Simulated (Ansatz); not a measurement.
# Sc4Si: the cost of one run

Program: Ansatz 0.2.0. Level of theory: DFT PBE, scalar-relativistic, plane waves, PAW. These are calculated values, not measurements.

**1. The system as given**

The structure is triclinic, space group P-1 (No. 2). Conventional cell: a = 5.664 Å, b = 5.697 Å, c = 8.059 Å, α = 75.05°, β = 74.82°, γ = 62.01°. Around Sc (site symmetry 1) lie 2 Si at 2.82 to 2.84 Å. Sc (site symmetry 1) is surrounded by 3 Si at 2.89 to 2.92 Å and 8 Sc at 2.93 to 3.34 Å. Sc (site symmetry 1) is surrounded by 2 Si at 3.00 to 3.05 Å and 5 Sc at 3.06 to 3.18 Å. Sc (site symmetry 1) is surrounded by 3 Si at 2.87 to 2.92 Å and 8 Sc at 2.93 to 3.29 Å. Around Si (site symmetry 1) lie 10 Sc at 2.82 to 3.05 Å.

Structure file:

```
CELL_PARAMETERS angstrom
5.66393 0.00000 0.00000
2.67406 5.03037 0.00000
2.10987 1.23213 7.67938
ATOMIC_POSITIONS crystal
Sc 0.83654 0.32360 0.50096
Sc 0.10228 0.09160 0.12119
Sc 0.44785 0.95507 0.69891
Sc 0.59483 0.58398 0.13278
Sc 0.55215 0.04493 0.30108
Sc 0.40517 0.41602 0.86722
Sc 0.16346 0.67640 0.49904
Sc 0.89772 0.90840 0.87881
Si 0.92392 0.42422 0.79970
Si 0.07608 0.57578 0.20030
```

The start is the relaxed end of an invented cell (made as: random cell by space group and Wyckoff sites (Pm-3m, No. 221)), taken up again for a closer look.

**2. Probe: one point on a coarse mesh**

The input, input.yaml:

```yaml
crystal:
  lattice:
    - [5.6639289, 0.0, 0.0]
    - [2.6740636, 5.0303707, 0.0]
    - [2.1098739, 1.2321311, 7.6793811]
  atoms:
    - { symbol: Sc, position: [0.836543, 0.3236, 0.500957] }
    - { symbol: Sc, position: [0.10228, 0.091604, 0.121194] }
    - { symbol: Sc, position: [0.447851, 0.955072, 0.698915] }
    - { symbol: Sc, position: [0.594834, 0.583985, 0.13278] }
    - { symbol: Sc, position: [0.552149, 0.044928, 0.301085] }
    - { symbol: Sc, position: [0.405166, 0.416015, 0.86722] }
    - { symbol: Sc, position: [0.163457, 0.6764, 0.499043] }
    - { symbol: Sc, position: [0.89772, 0.908396, 0.878806] }
    - { symbol: Si, position: [0.923925, 0.424215, 0.799701] }
    - { symbol: Si, position: [0.076075, 0.575785, 0.200299] }
basis:
  ecutwfc: 420
kpoints:
  mp_grid: { grid: [4, 4, 2] }
hamiltonian:
  xc: pbe
scf:
  occupations: { method: gaussian, width: 0.1 }
  lower_state_search: "off"
output:
  forces: true
  stress: true
  eigenvalues: true
```

Launch:

```bash
ansatz run input.yaml --threads 4 --pin off --max-ram 8192MiB --backend cpu --events-out ev --progress --plain --runs-dir out
```

**Question.** How long does this run take on 4 threads of Arm Neoverse V1, shared host, and how much memory does it need?

About 4.5 s, with a peak of 0.74 GiB.
